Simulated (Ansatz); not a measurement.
**VOs, 2 atoms: time against threads**

Aim: measure how long a single point at LDA takes on VOs, and how the time changes with the share of the machine.

Program: Ansatz 0.2.0 (single point, LDA, LAPW). Host: Intel Xeon 6975P-C (Granite Rapids), 96 cores, 190 hardware threads, 362 GiB; it was booked for these runs alone, one at a time. Each run is timed once from launch to exit, start-up included.

## (1) The system

The cell holds 2 atoms in 27 Å³.

## (2) Baseline

File input.yaml:

```yaml
crystal:
  lattice:
    - [3.016574, 0.000000, 0.000000]
    - [0.000000, 3.016574, 0.000000]
    - [0.000000, 0.000000, 3.016574]
  atoms:
    - { symbol: V, position: [0.000000, 0.000000, 0.000000], spin: 0.9 }
    - { symbol: Os, position: [0.500000, 0.500000, 0.500000] }
kpoints:
  mp_grid: { grid: [4, 4, 4] }
hamiltonian:
  xc: lda
  pseudopotentials: { kind: all_electron, lapw: {} }
magnetization: { spin_polarized: true }
scf:
  occupations: { method: gaussian, width: 0.1 }
output: { eigenvalues: true }
```

On the command line:

```sh
$ ansatz run input.yaml --threads 64 --backend cpu --events-out ev --progress --plain --runs-dir out
```

## (3) On 8 threads

input.yaml is that of step 2.

## (4) On 1 thread

input.yaml is that of step 3.

(Steps that only read results are left out.)

**Question.** How long do these runs take on this host, and what pays? Wanted: reference; fastest over threads; speed-up from 1 to 64 threads.

**Answer**, as computed:

| quantity | value |
| --- | --- |
| reference | 1.7 s on 64 threads |
| fastest over threads | 1.7 s on 64 |
| speed-up from 1 to 64 threads | 4.7 (7 % efficient) |

In words: Going from 1 to 64 threads cuts the time by a factor of 4.7, 7 % of the ideal. Efficiency stays over one half up to 8 threads among the points run; beyond that, several jobs side by side use the machine better. At a few seconds, start-up and serial parts weigh heavily. The figures hold for this build, input and host.
